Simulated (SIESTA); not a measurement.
Runs of SIESTA 5.4.2 on NiMoIrPdW. It takes space group P3m1 (No. 156, trigonal). The conventional cell has a = 4.117 Å, b = 4.117 Å, c = 5.446 Å, α = 90.00°, β = 90.00°, γ = 120.00°. Around Ni (site symmetry 3m) lie 3 Mo at 2.38 Å and 3 Ir at 2.69 Å. Mo (site symmetry 3m) is surrounded by 3 Ni at 2.38 Å and 3 Ir at 2.70 Å and 2 Pd at 2.72 to 2.73 Å. Around Pd (site symmetry 3m) lie 3 W at 2.68 Å and 2 Mo at 2.72 to 2.73 Å and 3 Ir at 2.77 Å. Ir (site symmetry 3m) has 2 W at 2.66 to 2.78 Å and 3 Ni at 2.69 Å and 3 Mo at 2.70 Å and 3 Pd at 2.77 Å as nearest neighbours. Around W (site symmetry 3m) lie 2 Ir at 2.66 to 2.78 Å and 3 Pd at 2.68 Å and 3 Mo at 2.81 Å and 3 Ni at 2.82 Å. The cell was built by a generator and needn't be a form met in nature.

```csv
task,potentials or basis,spin,gap on the mesh (eV),pressure (GPa),moment (μB),largest force (eV/Å)
band structure,"PseudoDojo 0.4 standard (PBE files), DZP (energy shift 0.003 Ry; two zetas on semicore shells)","collinear, ferromagnetic start",none,2.7,0.00,0.13
single point,"PseudoDojo 0.4 standard (PBE files), DZP (energy shift 0.003 Ry; two zetas on semicore shells)","collinear, zero start",none,2.7,0.00,0.13
band structure,"PseudoDojo 0.4 standard (PBE files), TZDP (energy shift 0.003 Ry; two zetas on semicore shells)","collinear, ferromagnetic start",none,1.8,0.00,(a)
single point,"PseudoDojo 0.4 standard (PBE files), DZP (energy shift 0.003 Ry; two zetas on semicore shells)","collinear, antiferromagnetic start",none,2.7,0.00,0.13
band structure,"PseudoDojo 0.4 standard (PBE files), DZ (energy shift 0.003 Ry; two zetas on semicore shells)","collinear, ferromagnetic start",none,-1.5,0.00,0.27
band structure,"PseudoDojo 0.4 standard (PBE files), TZP (energy shift 0.003 Ry; two zetas on semicore shells)","collinear, ferromagnetic start",none,1.8,0.00,0.20
single point,"PseudoDojo 0.4 standard (PBE files), DZP (energy shift 0.003 Ry; two zetas on semicore shells)","collinear, ferrimagnetic start",none,2.7,0.00,0.13
```

Alike in all rows: level PBE; cell as given; k mesh 8 × 8 × 5; smearing fermi-dirac 0.05 eV; grid cutoff 800 Ry; energy shift 0.003 Ry.

Q: Estimate the missing entries.

A: (a) 0.21.

Caveats: short orbitals over semicore shells can move pressures by several GPa; the valence orbitals were made in a potential fitted to the semicore shell under them, which widens gaps by tenths of an eV or more; the basis of atomic orbitals isn't converged, which shifts pressures, moduli and gaps; spin-orbit coupling is left out, which moves the levels of the heavy elements (some runs); the basis has no polarisation orbitals (some runs).

A k mesh can miss the band edges, and the runs leave out spin-orbit coupling on Ir, Mo, Pd, W.

A gap of «none» marks a metal or a gap under the smearing width.
